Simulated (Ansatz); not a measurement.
# BCl3H4Si: the cost of one run

The runs use Ansatz 0.2.0, Gaussian basis; PBE0-D4, def2-SVP first, then def2-TZVP.

153 further runs of the same task are left out: 1 that didn't finish, 152 set aside as unsound or not needed.

### 1 The system as given

The guess: 9 atoms, charge 0, spin multiplicity 1.

Atoms are counted from 1 here; the program's logs count them from 0.

Bond lengths: B1–Cl2 2.017 Å, B1–Cl3 1.831 Å, B1–Cl4 1.831 Å, B1–Si6 2.008 Å, Si6–H8 1.465 Å, Si6–H9 1.465 Å. Angles: Cl2–B1–Cl3 106.0°, Cl2–B1–Cl4 105.9°, Cl2–B1–Si6 105.2°, Cl3–B1–Cl4 112.1°, Cl3–B1–Si6 113.3°, Cl4–B1–Si6 113.5°, B1–Si6–H8 123.0°, B1–Si6–H9 122.7°, H8–Si6–H9 106.8°.

Geometry (Å):

| atom | x (Å) | y (Å) | z (Å) |
| --- | --- | --- | --- |
| B1 | -0.6300 | -0.8030 | 0.3188 |
| Cl2 | -1.9759 | 0.2207 | -0.7816 |
| Cl3 | -0.5186 | -2.4655 | -0.4400 |
| Cl4 | -1.3126 | -0.8654 | 2.0167 |
| H5 | -0.7578 | 1.3226 | -1.0891 |
| Si6 | 1.0742 | 0.2506 | 0.1798 |
| H7 | 0.2846 | 1.5000 | -0.8639 |
| H8 | 1.6244 | 1.0287 | 1.2923 |
| H9 | 2.2116 | -0.1887 | -0.6331 |

Distances that are to change: B1–Si6 2.01 Å, Cl2–H5 1.67 Å, B1–Cl2 2.02 Å, H5–Si6 2.47 Å.

### 2 Constrained relaxation of the guess

hold/in.yaml reads:

```yaml
crystal:
  periodic: [false, false, false]
  atoms:
    - {symbol: B, position_ang: [-0.630000, -0.803000, 0.318800]}
    - {symbol: Cl, position_ang: [-1.975900, 0.220700, -0.781600]}
    - {symbol: Cl, position_ang: [-0.518600, -2.465500, -0.440000]}
    - {symbol: Cl, position_ang: [-1.312600, -0.865400, 2.016700]}
    - {symbol: H, position_ang: [-0.757800, 1.322600, -1.089100]}
    - {symbol: Si, position_ang: [1.074200, 0.250600, 0.179800]}
    - {symbol: H, position_ang: [0.284600, 1.500000, -0.863900]}
    - {symbol: H, position_ang: [1.624400, 1.028700, 1.292300]}
    - {symbol: H, position_ang: [2.211600, -0.188700, -0.633100]}
basis:
  gaussian: {orbitals: def2-SVP}
hamiltonian: {xc: pbe0, dispersion: d4}
relax: {f_tol: 0.04, max_steps: 150, escape_saddle: false, constraints: [{distance: [0, 5]}, {distance: [1, 4]}, {distance: [0, 1]}, {distance: [4, 5]}]}
```

On the command line:

```sh
$ ansatz run in.yaml --threads 8 --pin off --events-out ev --progress --plain --max-ram 19148MiB
```

**Question.** How long does this run take on 8 threads of Arm Neoverse V2, shared host?

About 6 s.
